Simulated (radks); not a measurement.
# Nb inside a hard spherical wall

The task here is to estimate one member of a computed series from the others.

The numbers are computed with radks (a radial shooting solver on a logarithmic mesh, Libxc functionals) version 1 (scalar-relativistic Kohn-Sham, PBEsol, spin-polarised, spherical densities, finite nucleus; open shells are filled with parallel spins first), except any that are marked as measured or tabulated.

### The system

| Item | Value |
| --- | --- |
| element | niobium (Z = 41) |
| charge | 0 |
| electrons | 41 |
| configuration | [Kr] 4d4 5s1 |
| nuclear rms radius | 4.324 fm |

Outer shells as boxes (Hund's rule):

Nb
```
[Kr] core
4d [↑ ][↑ ][↑ ][↑ ][  ]
5s [↑ ]
```

The first run:

The run's settings:

```text
Z 41
configuration [Kr] 4d4 5s1 5p0 6s0 4f0
relativity scalar-relativistic
functional pbe_sol,pbe_sol
spin polarised
nucleus finite rms 4.324 fm
c 137.035999084
```

On the command line:

```
$ python run_ks.py task.json out
```

This one command runs every case of the session in turn.

Among the steps run: The free atom; Wall at 15 bohr; Wall at 12 bohr; Wall at 10 bohr; Wall at 8 bohr; Wall at 7 bohr; Wall at 5 bohr; Wall at 3 bohr; Wall at 2.5 bohr; Wall at 1.5 bohr.

One table of the session follows, with a row left open; its other results are not shown here.

| R (bohr) | E − E(free) (eV) | ε(4d) (eV) | ε(5p, empty) (eV) | ε(6s, empty) (eV) | ε(4f, empty) (eV) |
| --- | --- | --- | --- | --- | --- |
| free | 0.000 | -3.720 | -1.334 | - | - |
| 15 | ? | ? | ? | ? | ? |
| 12 | 0.002 | -3.712 | -1.283 | 0.969 | 3.238 |
| 10 | 0.019 | -3.669 | -1.145 | 2.160 | 4.521 |
| 8 | 0.166 | -3.443 | -0.618 | 5.198 | 6.832 |
| 7 | 0.483 | -3.096 | 0.105 | 8.462 | 8.771 |
| 5 | 4.397 | -0.638 | 5.342 | 26.561 | 16.831 |
| 3 | 59.587 | 14.924 | 45.647 | 128.27 | 46.612 |
| 2.5 | 140.13 | 30.109 | 86.760 | 218.09 | 68.120 |
| 1.5 | 1278.8 | 165.24 | 434.50 | 896.12 | 208.51 |

Estimate the missing values for R (bohr) = 15.

As computed: E − E(free) (eV): 0.000; ε(4d) (eV): -3.719; ε(5p, empty) (eV): -1.327; ε(6s, empty) (eV): 0.310; ε(4f, empty) (eV): 2.201.

What this shows: Eigenvalues are for spin up. From R = 3 bohr inwards the highest occupied level lies above zero, pushed up by confinement. Shells are not refilled when levels cross, and a hard wall is a model, not a crystal.
